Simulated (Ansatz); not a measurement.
# CH2BFO: up Jacob's ladder to CCSD(T)

The task here is to estimate one member of a computed series from the others.

Method: functionals in def2-TZVPP, the program's frozen cores in correlated methods; program: Ansatz 0.2.0, Gaussian basis.

Plan: LDA (SPW92), PBE-D4, revPBE-D4, BLYP-D4, r2SCAN-D4, B97M-V, PBE0-D4, B3LYP-D4, r2SCANh-D4, r2SCAN0-D4, HSE06-D4, BHLYP-D4, CAM-B3LYP-D4, LC-ωPBE, ωB97X-V, ωB97M-V, B2PLYP, PBE-QIDH; CCSD(T)/def2-SVP; CCSD(T)/def2-TZVPP; MP2/def2-QZVPP; extrapolation to the limit; RPA on PBE.

## The geometry

The geometry comes from an earlier relaxation with PBE0-D4 in a triple-zeta def2 set; it is a stationary point.

SMILES `O=CBF`, 6 atoms, charge 0, spin multiplicity 1.

Atoms are counted from 1 here; the program's logs count them from 0.

Bond lengths: O1–C2 1.208 Å, C2–B3 1.604 Å, C2–H5 1.115 Å, B3–F4 1.315 Å, B3–H6 1.194 Å. Angles: O1–C2–B3 121.2°, O1–C2–H5 119.6°, B3–C2–H5 119.2°, C2–B3–F4 117.7°, C2–B3–H6 122.6°, F4–B3–H6 119.7°.

The first run:

File in.yaml:

```yaml
crystal:
  periodic: [false, false, false]
  atoms:
    - {symbol: O, position_ang: [1.615432, 0.579543, -0.501858]}
    - {symbol: C, position_ang: [0.471303, 0.216934, -0.639265]}
    - {symbol: B, position_ang: [-0.416063, -0.224605, 0.621397]}
    - {symbol: F, position_ang: [-1.653761, -0.607753, 0.393931]}
    - {symbol: H, position_ang: [0.020936, 0.187850, -1.659390]}
    - {symbol: H, position_ang: [0.004354, -0.215970, 1.738985]}
basis:
  gaussian: {orbitals: def2-TZVPP}
hamiltonian: {xc: lda}
output: {orbitals: {seedname: orbitals}}
```

Command:

```console
$ ansatz run in.yaml --threads 2 --pin off --events-out ev --progress --plain --max-ram 4352MiB
```

Steps of the session up to this table: LDA; PBE-D4 (GGA); revPBE-D4 (GGA); BLYP-D4 (GGA); r2SCAN-D4 (meta-GGA); B97M-V (meta-GGA); PBE0-D4 (hybrid); B3LYP-D4 (hybrid); r2SCANh-D4 (hybrid); r2SCAN0-D4 (hybrid); HSE06-D4 (hybrid); BHLYP-D4 (hybrid); CAM-B3LYP-D4 (range-separated); LC-ωPBE (range-separated); ωB97X-V (range-separated); ωB97M-V (range-separated); B2PLYP (double hybrid); PBE-QIDH (double hybrid).

One table of the session follows, with a row left open; its other results are not shown here.

It belongs to the step «Frontier levels by functional». 

| functional | HOMO (eV) | LUMO (eV) | gap (eV) |
| --- | --- | --- | --- |
| LDA (SPW92) | -6.05 | -4.31 | 1.74 |
| PBE-D4 | -5.92 | -4.01 | 1.90 |
| revPBE-D4 | -5.86 | -3.90 | 1.96 |
| BLYP-D4 | -5.86 | -3.88 | 1.99 |
| r2SCAN-D4 | -6.22 | -3.82 | 2.40 |
| B97M-V | -6.40 | -3.77 | 2.63 |
| PBE0-D4 | -7.53 | -2.93 | 4.60 |
| B3LYP-D4 | ? | ? | ? |
| r2SCANh-D4 | -6.83 | -3.41 | 3.42 |
| r2SCAN0-D4 | -7.75 | -2.82 | 4.93 |
| HSE06-D4 | -7.12 | -3.32 | 3.80 |
| BHLYP-D4 | -9.14 | -1.78 | 7.36 |
| CAM-B3LYP-D4 | -9.02 | -1.73 | 7.29 |
| LC-ωPBE | -10.29 | -0.44 | 9.85 |
| ωB97X-V | -9.99 | -0.53 | 9.45 |
| ωB97M-V | -9.91 | -0.67 | 9.24 |

**Question.** Estimate the row for B3LYP-D4.

Worked estimate for «HOMO (eV)». Against the share of exact exchange, BLYP-D4 (0, -5.86), BHLYP-D4 (0.5, -9.14) give a slope of -6.56 per unit share; at 0.2 the line stands at -7.17.

As computed: HOMO (eV): -7.32; LUMO (eV): -3.19; gap (eV): 4.14. In «HOMO (eV)» the line misses by +0.15.
